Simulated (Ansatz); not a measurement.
What does this script print? It uses Ansatz 0.2.0, Python API.

Script `run_disp.py`:
```python
"""Dispersion corrections for CH6AlFOSi."""

import ansatz as az


def main() -> None:
    ch6alfosi = (
        az.Crystal.molecule()
        .atom("C", (0.1105, -1.4045, 1.6191))
        .atom("O", (0.9979, -0.3771, 1.2643))
        .atom("Al", (0.8589, -0.0152, -0.5649))
        .atom("F", (1.9766, -0.9354, -1.7194))
        .atom("Si", (-0.6082, 1.6176, -1.3525))
        .atom("H", (0.1417, -1.5437, 2.6942))
        .atom("H", (0.2953, -2.3138, 1.0806))
        .atom("H", (-0.9383, -0.996, 1.401))
        .atom("H", (-1.317, 2.2347, -0.1502))
        .atom("H", (0.1384, 2.6731, -2.0246))
        .atom("H", (-1.5906, 1.0033, -2.227))
    )

    model = ch6alfosi.calculation().basis(gaussian="def2-SVP")
    for name in ["b3lyp", "revpbe"]:
        for correction in ("d3bj", "d4"):
            data = model.functional(name, dispersion=correction).run().report
            print(f"{name:8s} {correction:5s} total {data['free_energy_ev']:.5f} eV, of which dispersion {1000 * data['dispersion']['energy']['ev']:.2f} meV")


if __name__ == "__main__":
    main()
```

```console
$ python run_disp.py
b3lyp    d3bj  total -20367.58143 eV, of which dispersion -359.62 meV
b3lyp    d4    total -20367.54086 eV, of which dispersion -319.05 meV
revpbe   d3bj  total -20361.44137 eV, of which dispersion -472.74 meV
revpbe   d4    total -20361.52807 eV, of which dispersion -559.45 meV
```

Reading the output:
- Total energies depend on the basis set; only differences at equal settings carry meaning.
- The geometry is a force-field or estimated start, not a minimum of this method, and the basis set is short of its limit. D4 holds the three-body term, and d3bj doesn't.
- b3lyp holds the VWN-RPA fit, as in Gaussian; the form of ORCA and Turbomole is b3lyp5.
- Run time: 14 s on 1 thread of Arm Neoverse V1, with other jobs on the host, peak memory 0.27 GiB.
